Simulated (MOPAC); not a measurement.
# A workflow on CH4BFSe (SMILES CB(F)[SeH])

Aim: a structure relaxation (singlet CH4BFSe, PM7), then a single-point energy (doublet B, PM7), then a single-point energy (triplet C, PM7), then a single-point energy (doublet F, PM7), then the energy (doublet H, PM7), then the energy (triplet Se, PM7) of CH4BFSe and its partners. 

Program for the calculation: MOPAC 23.2.5.

3 further runs of the same task are left out: 1 that didn't finish, 2 set aside as unsound or not needed.

**1. The structure to begin with**

The species is CH4BFSe (8 atoms), meant as a singlet with charge 0. As SMILES, `CB(F)[SeH]`. The coordinates come from a PBE0-D4/def2-TZVP relaxation. This is one conformer, not always the lowest. The run starts from this shape.

Bond lengths: C1–B2 1.557 Å, B2–F3 1.330 Å, B2–Se4 1.950 Å, C1–H5 1.096 Å, C1–H6 1.089 Å, C1–H7 1.095 Å, Se4–H8 1.466 Å. Angles: C1–B2–F3 119.3°, C1–B2–Se4 126.3°, F3–B2–Se4 114.5°, B2–C1–H5 109.2°, B2–C1–H6 114.6°, B2–C1–H7 109.4°, B2–Se4–H8 94.6°, H5–C1–H6 108.5°, H5–C1–H7 106.2°, H6–C1–H7 108.6°.

**2. A geometry optimisation at PM7 (run 1)**

Input file job.mop:

```
PM7 DISP CYCLES=200 GNORM=0.1 CHARGE=0 AUX(PRECISION=6) T=10M THREADS=1

CB(F)[SeH]
C 0.031600 1 0.924800 1 -0.033200 1
B 0.433300 1 -0.535500 1 -0.395600 1
F 1.392300 1 -0.742200 1 -1.294100 1
Se -0.342700 1 -2.163400 1 0.345700 1
H -0.308800 1 1.440600 1 -0.937900 1
H -0.746600 1 1.005800 1 0.724100 1
H 0.915800 1 1.469900 1 0.314200 1
H -1.283000 1 -1.457200 1 1.221200 1
```

On the command line:

```bash
mopac job.mop
```

job.out:

```text
MOPAC v23.2.5
PM7 CALCULATION RESULTS
[...]
 *  GNORM      - EXIT WHEN GRADIENT NORM DROPS BELOW 0.100
[...]
           Empirical Formula: C H4 B F Se  =     8 atoms
      MOLECULAR POINT GROUP   :   Cs
[...]
 CYCLE:     1 TIME:   0.004 TIME LEFT: 10.00M  GRAD.:    27.692 HEAT: -92.69753
[...]
 CYCLE:    21 TIME:   0.000 TIME LEFT: 10.00M  GRAD.:     0.074 HEAT: -93.33306
[...]
     SCF FIELD WAS ACHIEVED
[...]
                              SUM =        -93.33306 KCAL/MOL = FINAL HEAT OF FORMATION
          TOTAL ENERGY            =       -859.84188 EV
          ELECTRONIC ENERGY       =      -2050.37295 EV
          CORE-CORE REPULSION     =       1190.53107 EV
          COSMO AREA              =        113.37 SQUARE ANGSTROMS
          COSMO VOLUME            =         99.84 CUBIC ANGSTROMS
          GRADIENT NORM           =          0.07415          =       0.02622 PER ATOM
          IONIZATION POTENTIAL    =          8.564874 EV
          HOMO LUMO ENERGIES (EV) =         -8.565 -0.949
          NO. OF FILLED LEVELS    =         12
          MOLECULAR WEIGHT        =        124.8110         POINT GROUP:  Cs
[...]
              NET ATOMIC CHARGES AND DIPOLE CONTRIBUTIONS
  ATOM NO.   TYPE          CHARGE      No. of ELECS.   s-Pop       p-Pop
    1          C          -0.591983        4.5920     1.05934     3.53264
    2          B           0.321505        2.6785     0.73426     1.94424
    3          F          -0.284612        7.2846     1.94440     5.34021
    4         Se           0.018841        5.9812     1.93794     4.04322
    5          H           0.172322        0.8277     0.82768
    6          H           0.150013        0.8500     0.84999
    7          H           0.172306        0.8277     0.82769
    8          H           0.041607        0.9584     0.95839
 DIPOLE           X         Y         Z       TOTAL
 POINT-CHG.    -1.668     0.165     1.564     2.292
 HYBRID         0.087     1.251    -0.096     1.258
 SUM           -1.581     1.415     1.468     2.580
[...]
 * JOB ENDED NORMALLY *
[...]
```

It took 0.08 s on 1 thread of Arm Neoverse N1, shared host.

Steps, from the record of the run:

```tsv
step	energy from the first frame kept (eV)	largest force (eV/Å)
0	0.0000	1.0679
1	-0.0116	0.7206
2	-0.0138	0.6419
3	-0.0223	0.2534
4	-0.0239	0.1539
5	-0.0248	0.1759
6	-0.0257	0.0757
7	-0.0261	0.0599
8	-0.0265	0.0412
9	-0.0268	0.0316
10	-0.0270	0.0297
11	-0.0271	0.0304
12	-0.0273	0.0312
13	-0.0274	0.0290
14	-0.0275	0.0175
15	-0.0275	0.0107
16	-0.0275	0.0091
17	-0.0275	0.0068
18	-0.0276	0.0045
19	-0.0276	0.0032
20	-0.0276	0.0021
```

After the run. Bond lengths: C1–B2 1.587 Å, B2–F3 1.324 Å, B2–Se4 1.943 Å, C1–H5 1.099 Å, C1–H6 1.090 Å, C1–H7 1.099 Å, Se4–H8 1.470 Å. Angles: C1–B2–F3 118.8°, C1–B2–Se4 122.7°, F3–B2–Se4 118.5°, B2–C1–H5 109.8°, B2–C1–H6 115.1°, B2–C1–H7 109.9°, B2–Se4–H8 97.2°, H5–C1–H6 107.7°, H5–C1–H7 106.3°, H6–C1–H7 107.7°.

**3. The B atom: the energy at PM7 (run 2)**

Input file calc.mop:

```
PM7 CHARGE=0 DISP 1SCF DOUBLET AUX(PRECISION=6) T=10M THREADS=1
PM7 energy

B      0.000000 +1     0.000000 +1     0.000000 +1
```

Run the same way, it converges to -1.86850 Eh (log not shown).

**4. The C atom: the energy at PM7 (run 3)**

Input file calc.mop:

```
1SCF UHF DISP TRIPLET PM7 AUX(PRECISION=9) THREADS=1
C energy

C 0.000000 1 0.000000 1 0.000000 1
```

On the command line:

```bash
mopac calc.mop
```

calc.out:

```text
MOPAC v23.2.5
PM7 CALCULATION RESULTS
[...]
           Empirical Formula: C  =     1 atoms
      MOLECULAR POINT GROUP   :   R3
[...]
     SCF FIELD WAS ACHIEVED
[...]
                              SUM =        170.89000 KCAL/MOL = FINAL HEAT OF FORMATION
          TOTAL ENERGY            =       -115.69069 EV
          ELECTRONIC ENERGY       =       -115.69069 EV
          CORE-CORE REPULSION     =          0.00000 EV
          COSMO AREA              =         50.27 SQUARE ANGSTROMS
          COSMO VOLUME            =         33.51 CUBIC ANGSTROMS
          IONIZATION POTENTIAL    =          8.220319 EV
          ALPHA SOMO LUMO (EV)    =         -8.220  0.632
          BETA  SOMO LUMO (EV)    =        -15.160  1.699
          NO. OF ALPHA ELECTRONS  =          3
          NO. OF BETA  ELECTRONS  =          1
          MOLECULAR WEIGHT        =         12.0110         POINT GROUP:  R3
[...]
                             CARTESIAN COORDINATES
   1    C        0.000000000     0.000000000     0.000000000
           Empirical Formula: C  =     1 atoms
      MOLECULAR POINT GROUP   :   R3
          ALPHA EIGENVALUES
 -16.76496  -8.22032  -8.22032   0.63182
[...]
              NET ATOMIC CHARGES AND DIPOLE CONTRIBUTIONS
  ATOM NO.   TYPE          CHARGE      No. of ELECS.   s-Pop       p-Pop
    1          C           0.000000        4.0000     2.00000     2.00000
 DIPOLE           X         Y         Z       TOTAL
 POINT-CHG.     0.000     0.000     0.000     0.000
 HYBRID        -0.000     0.000     0.000     0.000
 SUM           -0.000     0.000     0.000     0.000
[...]
                    (S**2)  =    2.000000
[...]
 * JOB ENDED NORMALLY *
[...]
```

Run time: 0.04 s. Hardware: 1 thread of Arm Neoverse N1, shared host.

**5. The F atom: the energy at PM7 (run 4)**

Input file input.mop:

```
PM7 DISP UHF 1SCF DOUBLET AUX(PRECISION=6) THREADS=1
F, PM7

F      0.000000 1     0.000000 1     0.000000 1
```

Run the same way, it converges to -17.00377 Eh (log not shown).

**6. The H atom: the energy at PM7 (run 5)**

Input file h.mop:

```
PM7 DISP DOUBLET 1SCF UHF AUX(PRECISION=6) T=10M THREADS=1
H energy

H 0.000000 1 0.000000 1 0.000000 1
```

On the command line:

```bash
mopac h.mop
```

h.out:

```text
MOPAC v23.2.5
PM7 CALCULATION RESULTS
[...]
           Empirical Formula: H  =     1 atoms
      MOLECULAR POINT GROUP   :   R3
[...]
     SCF FIELD WAS ACHIEVED
[...]
                              SUM =         52.10200 KCAL/MOL = FINAL HEAT OF FORMATION
          TOTAL ENERGY            =        -11.07011 EV
          ELECTRONIC ENERGY       =        -11.07011 EV
          CORE-CORE REPULSION     =          0.00000 EV
          COSMO AREA              =         21.24 SQUARE ANGSTROMS
          COSMO VOLUME            =          9.20 CUBIC ANGSTROMS
          IONIZATION POTENTIAL    =         11.070112 EV
          ALPHA SOMO LUMO (EV)    =        -11.070
          NO. OF ALPHA ELECTRONS  =          1
          NO. OF BETA  ELECTRONS  =          0
          MOLECULAR WEIGHT        =          1.0079         POINT GROUP:  R3
          SCF CALCULATIONS        =          1
[...]
                             CARTESIAN COORDINATES
   1    H        0.000000000     0.000000000     0.000000000
           Empirical Formula: H  =     1 atoms
      MOLECULAR POINT GROUP   :   R3
          ALPHA EIGENVALUES
 -11.07011
[...]
              NET ATOMIC CHARGES AND DIPOLE CONTRIBUTIONS
  ATOM NO.   TYPE          CHARGE      No. of ELECS.   s-Pop
    1          H           0.000000        1.0000     1.00000
 DIPOLE           X         Y         Z       TOTAL
 POINT-CHG.     0.000     0.000     0.000     0.000
 HYBRID         0.000     0.000     0.000     0.000
 SUM            0.000     0.000     0.000     0.000
[...]
                    (S**2)  =    0.750000
[...]
 * JOB ENDED NORMALLY *
[...]
```

It took 0.04 s on 1 thread of Arm Neoverse N1, shared host.

**7. The Se atom: the energy at PM7 (run 6)**

Input file se.mop:

```
1SCF TRIPLET DISP UHF PM7 AUX(PRECISION=6) T=10M THREADS=1


Se     0.000000 1     0.000000 1     0.000000 1
```

On the command line:

```bash
mopac se.mop
```

se.out:

```text
MOPAC v23.2.5
PM7 CALCULATION RESULTS
[...]
           Empirical Formula: Se  =     1 atoms
      MOLECULAR POINT GROUP   :   R3
[...]
     SCF FIELD WAS ACHIEVED
[...]
                              SUM =         54.30000 KCAL/MOL = FINAL HEAT OF FORMATION
          TOTAL ENERGY            =       -156.78905 EV
          ELECTRONIC ENERGY       =       -156.78905 EV
          CORE-CORE REPULSION     =          0.00000 EV
          COSMO AREA              =         61.93 SQUARE ANGSTROMS
          COSMO VOLUME            =         45.83 CUBIC ANGSTROMS
          IONIZATION POTENTIAL    =          8.223092 EV
          ALPHA SOMO LUMO (EV)    =         -8.420
          BETA  SOMO LUMO (EV)    =         -8.223 -2.743
          NO. OF ALPHA ELECTRONS  =          4
          NO. OF BETA  ELECTRONS  =          2
          MOLECULAR WEIGHT        =         78.9600         POINT GROUP:  R3
[...]
                             CARTESIAN COORDINATES
   1   Se        0.000000000     0.000000000     0.000000000
           Empirical Formula: Se  =     1 atoms
      MOLECULAR POINT GROUP   :   R3
          ALPHA EIGENVALUES
 -24.60930  -8.61626  -8.61626  -8.41967
[...]
              NET ATOMIC CHARGES AND DIPOLE CONTRIBUTIONS
  ATOM NO.   TYPE          CHARGE      No. of ELECS.   s-Pop       p-Pop
    1         Se           0.000000        6.0000     2.00000     4.00000
 DIPOLE           X         Y         Z       TOTAL
 POINT-CHG.     0.000     0.000     0.000     0.000
 HYBRID        -0.000     0.000     0.000     0.000
 SUM           -0.000     0.000     0.000     0.000
[...]
                    (S**2)  =    2.000000
[...]
 * JOB ENDED NORMALLY *
[...]
```

It took 0.04 s on 1 thread of Arm Neoverse N1, shared host.

**8. Summary of results**

```
                           quantity           value
run 1, PM7: total energy at the end    -31.59861 Eh
          run 1, PM7: dipole moment          2.58 D
            run 1, PM7: HOMO energy        -8.56 eV
            run 1, PM7: LUMO energy        -0.95 eV
          run 1, PM7: HOMO–LUMO gap         7.62 eV
      run 1, PM7: dispersion energy    -0.58 kJ/mol
      run 1, PM7: heat of formation  -93.3 kcal/mol
               B atom: total energy     -1.86850 Eh
              B atom: dipole moment          0.00 D
 B atom: HOMO energy (over α and β)        -9.58 eV
 B atom: LUMO energy (over α and β)        -3.91 eV
          B atom: heat of formation  135.6 kcal/mol
                       B atom: ⟨S²⟩           0.750
               C atom: total energy     -4.25155 Eh
              C atom: dipole moment          0.00 D
 C atom: HOMO energy (over α and β)        -8.22 eV
 C atom: LUMO energy (over α and β)         0.63 eV
          C atom: heat of formation  170.9 kcal/mol
                       C atom: ⟨S²⟩           2.000
               F atom: total energy    -17.00377 Eh
              F atom: dipole moment          0.00 D
 F atom: HOMO energy (over α and β)       -12.55 eV
          F atom: heat of formation   18.9 kcal/mol
                       F atom: ⟨S²⟩           0.750
               H atom: total energy     -0.40682 Eh
 H atom: HOMO energy (over α and β)       -11.07 eV
```

The optimisation (run 1, PM7) took 20 steps and changed the energy by -0.028 eV.
